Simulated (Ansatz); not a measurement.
# Na2H2Pd: a trial structure relaxed

Where does Na2H2Pd go from the start given, structure listed in a database for this formula (I4/mmm, No. 139)?

Computed with Ansatz 0.2.0 (DFT r2SCAN, scalar-relativistic, plane waves, PAW, unless a step's input says otherwise).

**1. Starting point**

Symmetry: I4/mmm, No. 139, tetragonal system. Conventional cell: a = 3.526 Å, b = 3.526 Å, c = 11.254 Å, α = 90.00°, β = 90.00°, γ = 90.00°. Na (site symmetry 4mm) has 5 H at 2.36 to 2.50 Å in its first shell of neighbours. H (site symmetry 4mm) is surrounded by 1 Pd at 1.69 Å and 5 Na at 2.36 to 2.50 Å. Pd (site symmetry 4/mmm) has 2 H at 1.69 Å in its first shell of neighbours.

As a file:

```cif
data_structure
_symmetry_space_group_name_H-M 'I4/mmm'
_symmetry_Int_Tables_number 139
_cell_length_a 3.5258
_cell_length_b 3.5258
_cell_length_c 11.2537
_cell_angle_alpha 90.000
_cell_angle_beta 90.000
_cell_angle_gamma 90.000
_cell_volume 139.90
loop_
_atom_site_label
_atom_site_type_symbol
_atom_site_symmetry_multiplicity
_atom_site_Wyckoff_symbol
_atom_site_fract_x
_atom_site_fract_y
_atom_site_fract_z
_atom_site_occupancy
Na1 Na 4 e 0.50000 0.50000 0.14035 1
H1 H 4 e 0.50000 0.50000 0.35014 1
Pd1 Pd 2 a 0.00000 0.00000 0.00000 1
```

(A quick probe on a coarse mesh, which set the mesh and smearing, is not shown.)

**3. Full relaxation**

input.yaml reads:

```yaml
crystal:
  lattice:
    - [-1.762890262, 1.762890262, 5.6268466926]
    - [1.762890262, -1.762890262, 5.6268466926]
    - [1.762890262, 1.762890262, -5.6268466926]
  atoms:
    - { symbol: Na, position: [0.64034915, 0.64034915, 0.0] }
    - { symbol: Na, position: [0.35965085, 0.35965085, 0.0] }
    - { symbol: H, position: [0.85014349, 0.85014349, 0.0] }
    - { symbol: H, position: [0.14985651, 0.14985651, 0.0] }
    - { symbol: Pd, position: [0.0, 0.0, 0.0] }
basis:
  ecutwfc: 500
kpoints:
  mp_grid: { grid: [16, 16, 16] }
hamiltonian:
  xc: r2scan
scf:
  occupations: { method: gaussian, width: 0.1 }
output:
  forces: true
  stress: true
  eigenvalues: true
relax:
  adjacent_minimum: "off"
  f_tol: 0.01
  max_steps: 80
  cell: { stress_tol: 0.05 }
```

Run with:

```bash
ansatz run input.yaml --threads 1 --pin off --max-ram 2560MiB --backend cpu --events-out ev --progress --plain --runs-dir out
```

Before running it: what results should come out?

The runs gave:

Formation energies count from the elements, computed with the same settings in runs not shown here.

```
                          quantity                                                                       value
               cell (conventional)  a = 3.539 Å, b = 3.539 Å, c = 11.257 Å, α = 90.00°, β = 90.00°, γ = 90.00°
                       space group                                                            I4/mmm (No. 139)
                            volume                                                               14.10 Å³/atom
                   gap on the mesh                                                                none (metal)
formation energy from the elements                                                              -0.320 eV/atom
```

The space group stayed I4/mmm, and from the first guess the volume went from 13.99 to 14.10 Å³/atom. With -0.32 eV/atom it lies under the elements, which doesn't yet make it stable against other compounds of them.
